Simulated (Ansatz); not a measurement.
# CH5AlF2Si: a ladder of functionals and wavefunction methods

Aim: compute CH5AlF2Si with functionals from several rungs and with coupled cluster. The yardstick is the atomisation energy at the CCSD(T) limit.

Method: functionals in def2-TZVPP, the program's frozen cores in correlated methods; program: Ansatz 0.2.0, Gaussian basis.

Plan: PBE-D4, r2SCAN-D4, PBE0-D4, B3LYP-D4, ωB97X-V, ωB97M-V, B2PLYP; CCSD(T)/def2-TZVPP; MP2/def2-QZVPP; extrapolation to the limit.

### Step 1. The geometry

All runs share one geometry, relaxed beforehand with PBE0-D4 in a triple-zeta def2 set.

SMILES `C[SiH2][Al]([F])[F]`, 10 atoms, charge 0, spin multiplicity 1.

Atoms are counted from 1 here; the program's logs count them from 0.

Bond lengths: C1–Si2 1.877 Å, C1–H6 1.092 Å, C1–H7 1.092 Å, C1–H8 1.092 Å, Si2–Al3 2.436 Å, Si2–H9 1.491 Å, Si2–H10 1.491 Å, Al3–F4 1.647 Å, Al3–F5 1.645 Å. Angles: Si2–C1–H6 110.9°, Si2–C1–H7 110.4°, Si2–C1–H8 110.9°, H6–C1–H7 108.3°, H6–C1–H8 107.9°, H7–C1–H8 108.3°, C1–Si2–Al3 112.5°, C1–Si2–H9 110.6°, C1–Si2–H10 110.6°, Al3–Si2–H9 107.9°, Al3–Si2–H10 108.1°, H9–Si2–H10 106.8°, Si2–Al3–F4 121.3°, Si2–Al3–F5 122.3°, F4–Al3–F5 116.4°.

### Step 2. PBE-D4 (GGA)

File in.yaml:

```yaml
crystal:
  periodic: [false, false, false]
  atoms:
    - {symbol: C, position_ang: [-0.741743, 0.324805, 1.392917]}
    - {symbol: Si, position_ang: [0.272017, 0.747829, -0.128725]}
    - {symbol: Al, position_ang: [0.652209, -1.184114, -1.563286]}
    - {symbol: F, position_ang: [0.013322, -2.658382, -1.201302]}
    - {symbol: F, position_ang: [1.551803, -1.094105, -2.938131]}
    - {symbol: H, position_ang: [-0.236629, -0.428644, 2.000409]}
    - {symbol: H, position_ang: [-0.895366, 1.214313, 2.007775]}
    - {symbol: H, position_ang: [-1.719617, -0.070770, 1.111641]}
    - {symbol: H, position_ang: [-0.412364, 1.795100, -0.940117]}
    - {symbol: H, position_ang: [1.599566, 1.302866, 0.261720]}
basis:
  gaussian: {orbitals: def2-TZVPP}
hamiltonian: {xc: pbe, dispersion: d4}
output: {forces: true, orbitals: {seedname: orbitals}}
```

On the command line:

```
$ ansatz run in.yaml --threads 4 --pin off --events-out ev --progress --plain --max-ram 10444MiB
```

After this run come: r2SCAN-D4 (meta-GGA); PBE0-D4 (hybrid); B3LYP-D4 (hybrid); ωB97X-V (range-separated); ωB97M-V (range-separated); B2PLYP (double hybrid); CCSD(T) in def2-TZVPP; MP2 in def2-QZVPP.

Q: Predict the results of all the runs planned. Wanted: atomisation energy, CCSD(T)/CBS; farthest; mean size of error, hybrid; mean size of error, range-separated; gap, smallest and largest; T1 diagnostic; triples share of the correlation energy.

As calculated:

| quantity | value |
| --- | --- |
| atomisation energy, CCSD(T)/CBS | 38.057 eV |
| functionals within 0.190 eV (0.5 %) | PBE-D4, r2SCAN-D4, ωB97X-V |
| farthest | B2PLYP (-0.591 eV) |
| mean size of error, hybrid | 0.458 eV |
| mean size of error, range-separated | 0.132 eV |
| gap, smallest and largest | 5.08 eV (PBE-D4), 11.19 eV (ωB97X-V) |
| T1 diagnostic | 0.0127 |
| triples share of the correlation energy | 3.0 % |

**Reading.** PBE-D4 is off by -0.021 eV. Double hybrids carry the basis error of their MP2 part in triple zeta, and no dispersion term here, so their miss is partly the set-up's. Misses under about 0.190 eV are within the doubt on the reference itself, which lacks core-valence correlation, relativity and higher excitations. Hartree-Fock recovers 76 % of the binding; the rest is correlation. Orbital gaps span 5.1 to 11.2 eV; exact exchange widens them.
